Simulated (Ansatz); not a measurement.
# CH5AsO: the cost of one run

All numbers are computed with the Python package of Ansatz 0.2.0. The levels of theory stand in the script.

## Step 1: Starting point

Bond lengths: O1–C2 1.345 Å, C2–As3 1.960 Å, O1–H4 0.929 Å, C2–H5 1.097 Å, C2–H6 1.128 Å, As3–H7 1.544 Å, As3–H8 1.621 Å. Angles: O1–C2–As3 107.7°, O1–C2–H5 110.7°, O1–C2–H6 110.3°, As3–C2–H5 110.0°, As3–C2–H6 109.3°, H5–C2–H6 108.8°, C2–O1–H4 107.7°, C2–As3–H7 93.4°, C2–As3–H8 92.2°, H7–As3–H8 92.3°.

The script holds or builds the structure itself.

## Step 2: The code

Contents of ch5aso_methods.py:

```python
# -*- coding: utf-8 -*-
"""CH5AsO at several levels of theory."""

import ansatz as az

geometry_ang = [
    ("O", (-1.3681, 0.6575, -0.4441)),
    ("C", (-0.1466, 0.6352, 0.1182)),
    ("As", (0.9254, -0.6969, -0.8399)),
    ("H", (-1.7927, -0.141, -0.2307)),
    ("H", (-0.2132, 0.3689, 1.1801)),
    ("H", (0.3453, 1.6459, 0.0271)),
    ("H", (0.2388, -1.8885, -0.138)),
    ("H", (2.1032, -0.6383, 0.2716)),
]
molecule = az.Crystal.molecule()
for symbol, xyz in geometry_ang:
    molecule = molecule.atom(symbol, xyz)

job = molecule.calculation().basis(gaussian="def2-SVP").accuracy("high")

methods = ["mp2", "ccsd", "ccsd_t"]
reports = [job.correlation(m).run().report for m in methods]
print(f"Hartree-Fock reference {reports[0]['reference_energy_ev'] / 27.211386246:.6f} Ha")
best = reports[-1]["free_energy_ev"] - reports[-1]["reference_energy_ev"]
for method, each in zip(methods, reports):
    gained = each["free_energy_ev"] - each["reference_energy_ev"]
    print(f"{method:8s} total {each['free_energy_ev'] / 27.211386246:.6f} Ha  correlation {gained:9.4f} eV  ({100 * gained / best:.1f} % of the last)")
```

## Step 3: The input behind the calls

The package turns the script's settings into the engine's input (first run):

```yaml
crystal:
  periodic: [false, false, false]
  atoms:
    - { symbol: O, position_ang: [-1.3681, 0.6575, -0.4441] }
    - { symbol: C, position_ang: [-0.1466, 0.6352, 0.1182] }
    - { symbol: As, position_ang: [0.9254, -0.6969, -0.8399] }
    - { symbol: H, position_ang: [-1.7927, -0.141, -0.2307] }
    - { symbol: H, position_ang: [-0.2132, 0.3689, 1.1801] }
    - { symbol: H, position_ang: [0.3453, 1.6459, 0.0271] }
    - { symbol: H, position_ang: [0.2388, -1.8885, -0.138] }
    - { symbol: H, position_ang: [2.1032, -0.6383, 0.2716] }
accuracy: high
basis:
  gaussian:
    orbitals: def2-SVP
correlation:
  method: mp2
```

## Step 4: Launch

On the command line:

```console
$ python ch5aso_methods.py
```

Q: Estimate wall time and peak memory on 1 thread of Arm Neoverse V2, shared host.

About 38 s, with a peak of 0.53 GiB.
